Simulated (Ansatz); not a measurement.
# AlAsH5N (SMILES [NH2][AlH][AsH2]): functionals against CCSD(T) at one geometry

Aim: energy, forces and dipole at a structure displaced at random from a GFN2-xTB minimum, from CCSD(T) and from density functionals.

Computed with Ansatz 0.2.0, Gaussian basis. Level: single points in def2-TZVPP.

Cores are frozen in the correlated methods. Filled d shells of the heavier atoms are correlated.

**1. Starting geometry**

SMILES `[NH2][AlH][AsH2]`, 8 atoms, charge 0, spin multiplicity 1.

Atoms are counted from 1 here; the program's logs count them from 0.

Bond lengths: N1–Al2 1.829 Å, N1–H4 1.009 Å, N1–H5 0.949 Å, Al2–As3 2.385 Å, Al2–H6 1.536 Å, As3–H7 1.503 Å, As3–H8 1.492 Å. Angles: Al2–N1–H4 125.2°, Al2–N1–H5 124.9°, H4–N1–H5 109.8°, N1–Al2–As3 125.0°, N1–Al2–H6 107.6°, As3–Al2–H6 127.0°, Al2–As3–H7 84.5°, Al2–As3–H8 81.4°, H7–As3–H8 94.0°.

Coordinates:

| atom | x (Å) | y (Å) | z (Å) |
| --- | --- | --- | --- |
| N1 | -1.1288 | 1.0186 | -0.7884 |
| Al2 | 0.3743 | 0.4410 | 0.0796 |
| As3 | 1.2430 | -1.7784 | -0.0173 |
| H4 | -1.7884 | 0.4236 | -1.2675 |
| H5 | -1.3747 | 1.9286 | -0.9019 |
| H6 | 0.8530 | 1.5820 | 0.9897 |
| H7 | 1.9057 | -1.4221 | 1.2842 |
| H8 | -0.0727 | -2.0815 | 0.6168 |

**2. CCSD(T)/def2-TZVPP**

File run/in.yaml:

```yaml
crystal:
  periodic: [false, false, false]
  atoms:
    - {symbol: N, position_ang: [-1.128800, 1.018600, -0.788400]}
    - {symbol: Al, position_ang: [0.374300, 0.441000, 0.079600]}
    - {symbol: As, position_ang: [1.243000, -1.778400, -0.017300]}
    - {symbol: H, position_ang: [-1.788400, 0.423600, -1.267500]}
    - {symbol: H, position_ang: [-1.374700, 1.928600, -0.901900]}
    - {symbol: H, position_ang: [0.853000, 1.582000, 0.989700]}
    - {symbol: H, position_ang: [1.905700, -1.422100, 1.284200]}
    - {symbol: H, position_ang: [-0.072700, -2.081500, 0.616800]}
basis:
  gaussian: {orbitals: def2-TZVPP}
correlation: {method: ccsd_t}
output: {forces: true}
```

The command line of these runs was not kept.

**3. PBE0-D4/def2-TZVPP**

Changes to run/in.yaml since step 2:

```diff
@@ -13,3 +13,3 @@
   gaussian: {orbitals: def2-TZVPP}
-correlation: {method: ccsd_t}
-output: {forces: true}
+hamiltonian: {xc: pbe0, dispersion: d4}
+output: {forces: true, orbitals: {seedname: orbitals}}
```

**4. wB97M-V/def2-TZVPP**

Changes to run/in.yaml since step 3:

```diff
@@ -13,3 +13,3 @@
   gaussian: {orbitals: def2-TZVPP}
-hamiltonian: {xc: pbe0, dispersion: d4}
-output: {forces: true, orbitals: {seedname: orbitals}}
+hamiltonian: {xc: {name: wB97M-V}}
+output: {forces: true}
```

**5. r2SCAN-D4/def2-TZVPP**

Changes to run/in.yaml since step 4:

```diff
@@ -13,3 +13,3 @@
   gaussian: {orbitals: def2-TZVPP}
-hamiltonian: {xc: {name: wB97M-V}}
+hamiltonian: {xc: r2scan, dispersion: d4}
 output: {forces: true}
```

**6. PBE-D4/def2-TZVPP**

Changes to run/in.yaml since step 5:

```diff
@@ -13,3 +13,3 @@
   gaussian: {orbitals: def2-TZVPP}
-hamiltonian: {xc: r2scan, dispersion: d4}
+hamiltonian: {xc: pbe, dispersion: d4}
 output: {forces: true}
```

**7. wB97X-V/def2-TZVPP**

Changes to run/in.yaml since step 6:

```diff
@@ -13,3 +13,3 @@
   gaussian: {orbitals: def2-TZVPP}
-hamiltonian: {xc: pbe, dispersion: d4}
+hamiltonian: {xc: {name: wB97X-V}}
 output: {forces: true}
```

**8. r2SCAN0-D4/def2-TZVPP**

Changes to run/in.yaml since step 7:

```diff
@@ -13,3 +13,3 @@
   gaussian: {orbitals: def2-TZVPP}
-hamiltonian: {xc: {name: wB97X-V}}
+hamiltonian: {xc: {name: r2SCAN0}, dispersion: d4}
 output: {forces: true}
```

(Steps that only read results are left out.)

Q: Predict the outcome of this session. Wanted: energy less free atoms, CCSD(T)/def2-TZVPP; RMS force component; RMS force error; HOMO and LUMO, PBE0-D4; T1 diagnostic.

As calculated:

```
                                  quantity                                                                                              value
energy less free atoms, CCSD(T)/def2-TZVPP                                                                                         -22.571 eV
                       RMS force component                                                               1.157 to 1.247 eV/Å over the methods
                           RMS force error  PBE0-D4 0.049, wB97M-V 0.033, r2SCAN-D4 0.033, PBE-D4 0.172, wB97X-V 0.037, r2SCAN0-D4 0.094 eV/Å
                    HOMO and LUMO, PBE0-D4                                                                                 -7.18 and -0.68 eV
                             T1 diagnostic                                                                                              0.012
```

In words: Against CCSD(T) the functionals' energies less atoms differ by -0.991 to -0.287 eV, PBE-D4 by -0.799 eV. The reference is not at the basis limit: in triple zeta CCSD(T) underbinds, which counts against methods that bind more; the gaps are no ranking. For forces wB97M-V does best and PBE-D4 worst. Frozen-core CCSD(T) forces in triple zeta carry basis errors of their own, and this is one geometry, so small gaps rank nothing.
